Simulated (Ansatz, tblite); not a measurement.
HgTe: GFN2-xTB, run from Python

These are simulated results from tblite 0.8.0, not measurements. The cell began as a measured structure and was relaxed with r2SCAN in plane waves (Ansatz 0.2.0). All runs are without spin polarisation.

It is cubic, F-43m (No. 216); conventional cell a = 6.578 Å, 35.59 Å³ an atom. Around Hg lie 4 Te at 2.85 Å; around Te lie 4 Hg at 2.85 Å.

tblite solves periodic systems at the zone centre alone, so the script builds a cluster of 2×2×2 conventional cells (64 atoms), which folds in a coarse mesh of k points.

Input script:

```python
import json
from ase import Atoms
from ase.build import make_supercell
from ase.units import Bohr, GPa, Hartree
from tblite.interface import Calculator

atoms = Atoms(['Hg', 'Te'],
              cell=[[0.0, 3.289197, 3.289197], [3.289197, 0.0, 3.289197], [3.289197, 3.289197, 0.0]],
              scaled_positions=[[-0.0, 0.0, 0.0], [0.25, 0.25, 0.25]],
              pbc=True)
cluster = make_supercell(atoms, [[-2, 2, 2], [-2, -2, 2], [2, -2, 2]])
calc = Calculator('GFN2-xTB', cluster.numbers, cluster.positions / Bohr, lattice=cluster.cell[:] / Bohr, periodic=cluster.pbc)
calc.set('temperature', 0.02 / Hartree)
calc.set('max-iter', 150)
res = calc.singlepoint()
levels = res.get('orbital-energies') * Hartree
nv = round(res.get('orbital-occupations').sum() / 2)
cells = len(cluster) // len(atoms)
out = {'energy_per_cell': res.get('energy') * Hartree / cells, 'homo': levels[nv - 1], 'lumo': levels[nv],
       'stress': (-res.get('virial') * Hartree / cluster.get_volume() / GPa).tolist(), 'charges': res.get('charges')[:len(atoms)].tolist(), 'electrons': 2 * nv / cells}
json.dump(out, open('results.json', 'w'))
for key, value in out.items():
    print(key, value)
```

Command: `python run.py`. It took 3.1 s on 1 thread of Arm Neoverse V2 (shared host), peak memory 0.11 GiB.

What it printed:

```
------------------------------------------------------------
  cycle        total energy    energy error   density error
------------------------------------------------------------
      1     -125.1437286961  -1.2537528E+02   2.4738678E-01
      2     -125.3771611671  -2.3343247E-01   1.1170579E-01
      3     -124.4496022955   9.2755887E-01   1.1287010E-01
      4     -126.4177016900  -1.9680994E+00   1.1375634E-02
      5     -126.4206962565  -2.9945665E-03   4.8958118E-03
      6     -126.4220594292  -1.3631727E-03   4.5589206E-04
      7     -126.4220694605  -1.0031291E-05   1.5854272E-04
      8     -126.4220703881  -9.2764995E-07   1.1929093E-04
      9     -126.4220715746  -1.1864604E-06   1.0030440E-05
     10     -126.4220715791  -4.5000945E-09   5.7226832E-06
------------------------------------------------------------

 total:                                   2.554 sec
energy_per_cell -107.50374349181693
homo -7.651449015415381
lumo -7.6514490154107015
stress [[7.313026769149946, 6.83775098427428e-08, -6.837558665873667e-08], [6.837750991506158e-08, 7.31302676915, -6.837634422486497e-08], [-6.837558667722213e-08, -6.837634421577465e-08, 7.31302676914784]]
charges [0.12235189001460572, -0.12237876572968057]
electrons 8.0
```

The cycle table is in hartree for the whole cluster, and the lines after it are in eV (the energy for one cell). The printed stress is in GPa and positive in compression, and the pressure is its mean diagonal.

GFN2-xTB gives no gap at the points read. On the same cell, plane-wave PBE (Ansatz, 6×6×6 k points and the special points) gives no gap at the points read and r2SCAN no gap at the points read; on shared hosts these took about 3 and 6.9 core-seconds on the 2-atom cell, against 3.1 for the script. Spin-orbit coupling, left out in all these runs, can cut or reorder the gap by tenths of an eV, up to about 1 eV with Pb or Bi.

The same script was run on cells scaled at fixed shape and fractional coordinates:

| volume (Å³/atom) | energy (meV/atom) | pressure (GPa, positive in compression) | gap (eV) |
| --- | --- | --- | --- |
| 31.32 | 261.2 | 12.39 | 0.86 |
| 33.45 | 118.8 | 10.24 | 0.00 |
| 35.59 | 0.0 | 7.31 | 0.00 |
| 37.72 | -80.4 | 4.84 | 0.00 |
| 39.86 | -132.0 | 2.98 | 0.00 |

The minimum lies beyond the largest of these volumes.

xTB was fitted mostly to molecules, and a small cluster samples few k points, so gaps, pressures and kinks along a curve can be far from a solid's.

Spin-orbit coupling is left out; in compounds of Pb, Bi, Tl or Hg it can lower a gap by up to about 1 eV, split its edges or invert the bands.
